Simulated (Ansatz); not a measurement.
Working through the spin response to a magnetic field of InBi, space group F-43m

Program: the Python package of Ansatz (0.2.0).

Typed at the interpreter:
```pycon
>>> import ansatz
>>> import numpy as np
>>> from pymatgen.core import Lattice, Structure
>>> from pymatgen.io.ase import AseAtomsAdaptor
>>> pmg_structure = Structure(
...     Lattice([(0.0, 3.383538, 3.383538), (3.383538, 0.0, 3.383538), (3.383538, 3.383538, 0.0)]),
...     ['In', 'Bi'],
...     [
...         (0.0, 0.0, 0.0),
...         (0.25, 0.25, 0.25),
...     ],
... )
>>> inbi = ansatz.Crystal.from_ase(AseAtomsAdaptor.get_atoms(pmg_structure))
>>> inbi.resolved().tree()['lattice']
((0.0, 3.383538, 3.383538), (3.383538, 0.0, 3.383538), (3.383538, 3.383538, 0.0))
>>> setup = (
...     inbi.calculation()
...     .functional(ansatz.Functional.PBESOL, dispersion='d3bj')
...     .basis(380, density_ratio=6)
...     .kpoints(6)
...     .occupations('fermi_dirac')
...     .scf(tolerance=1e-06, extra_bands=4, lower_state_search='light')
...     .spin('collinear')
... )
>>> # the field acts on the spins alone; such large fields lift the response over the noise
>>> rows = []
>>> for tesla in [0, 250, 500]:
...     summary = (setup.magnetic_field(tesla) if tesla else setup).run(threads=1).report
...     rows.append((tesla, summary['magnetization_mub'], summary['free_energy_ev'], summary['components'].get('e_zeeman', 0.0)))
...
DeckWarning: basis.ecutwfc = 380 eV is below the records' recommended 420 eV, and the density's cutoff is lower with it unless basis.ecutrho_ratio is high enough to keep the records' density cutoff: compare with a run at a higher cutoff
RunWarning: this spin-polarised run has no starting moment large enough to seed its density, so its SCF can try parallel moments of its own, which can die out, and starts no order whose moments cancel. Behind that start scf.lower_state_search: light tries no other order and makes no probe for moments, and off searches nothing, so another order or size of moments can lie lower. To look for one, [...]
>>> lines = [','.join(['B (T)', 'moment muB', 'F eV', 'Zeeman term eV'])] + [','.join(f'{v:.4f}' if isinstance(v, float) else str(v) for v in row) for row in rows]
>>> print('\n'.join(lines))
B (T),moment muB,F eV,Zeeman term eV
0,0.0000,-17767.9390,0.0000
250,0.0091,-17767.9391,-0.0001
500,0.0182,-17767.9393,-0.0005
>>> with open('zeeman.csv', 'w') as handle:
...     handle.write('\n'.join(lines) + '\n')
...
127
>>> slope = np.polyfit([row[0] for row in rows], [row[1] for row in rows], 1)[0]
>>> print(f'dM/dB = {1000 * slope:.4f} muB per 1000 T per cell')
dM/dB = 0.0363 muB per 1000 T per cell
```

What to keep in mind:
- These settings explore the input space; cutoff and mesh may be short of convergence.
- The cutoff lies under the one recommended for these potentials.
- Dispersion corrections can be off by several per cent in the lattices of metals, and by several GPa in the pressure at a fixed cell.
- The mesh is modest for a metal, so energies can be off by several to tens of meV an atom and pressures by half a GPa or more; differences at equal mesh fare better.
- Spin-orbit coupling, which matters for elements this heavy, is left out.
- The structure comes from a database of computed cells and needn't be a stable or known phase.
- Warnings are shown shortened and without file and line.
- Orbital magnetism is left out. The response of a metal hangs strongly on mesh and smearing, and a straight-line fit holds only where the moment is linear in the field.
- Hardware and time: 6.9 s on 1 thread of Intel(R) Xeon(R) 6975P-C (Granite Rapids), with other jobs on the host, peak memory 0.52 GiB.

(Lines on the test bed's own set-up are left out of the output.)
